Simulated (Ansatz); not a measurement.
Crystal: Eu3Te.

```
Eu Te
1.0
     5.15586    0.00000    0.00000
     0.00000    5.15586    0.00000
     0.00000    0.00000    5.15586
Eu Te
3 1
Cartesian
  2.5779 2.5779 0.0000
  2.5779 0.0000 2.5779
  0.0000 2.5779 2.5779
  0.0000 0.0000 0.0000
```

The cell comes from a database or a generator and needn't be the stable form of this composition.

```yaml
Program: Ansatz 0.2.0
Task: single point
Functional: PBE
Potentials_or_basis: Ansatz PAW
Cutoff: "420 eV (not typed: the program's choice for these potentials)"
k_mesh: 5 × 5 × 5
Occupations: fermi-dirac, width 0.05 eV
Spin: collinear spin, ferromagnetic start
Starting_moments: "[7.0, 7.0, 7.0, 0.0] μB"
```

On this cell: pressure -0.9 GPa; largest force zero by symmetry; net moment 22.64 μB per cell; site moments Eu +7.20; Te -0.04 μB; band gap on the k mesh none (metal or under the smearing width).

The same run follows on a disturbed copy (atoms moved at random, drawn with an rms of 0.05 Å):

```
Eu Te
1.0
     5.15586    0.00000    0.00000
     0.00000    5.15586    0.00000
     0.00000    0.00000    5.15586
Eu Te
3 1
Direct
  0.49082 0.49937 0.00628
  0.50615 0.99403 0.49077
  0.99555 0.49465 0.50209
  0.98774 0.99012 0.00358
```

**Question.** What does the disturbed cell give?

**Answer.** The energy (extrapolated to zero smearing) moves by +2.5 meV/atom; pressure -0.8 GPa; largest force 0.158 eV/Å; net moment 22.64 μB per cell; site moments Eu +7.17, +7.15, +7.18; Te -0.05 μB; band gap on the k mesh none (metal or under the smearing width).

Forces in eV/Å, atoms in the order of the input:
```
Eu   0.029 -0.047 -0.145
Eu  -0.096  0.025  0.123
Eu   0.009 -0.009  0.030
Te   0.058  0.031 -0.008
```

Caveats: spin-orbit coupling is left out, which moves the levels of the heavy elements; without U or exact exchange the open f shell lies at the Fermi level, which spoils levels, moments and volumes.
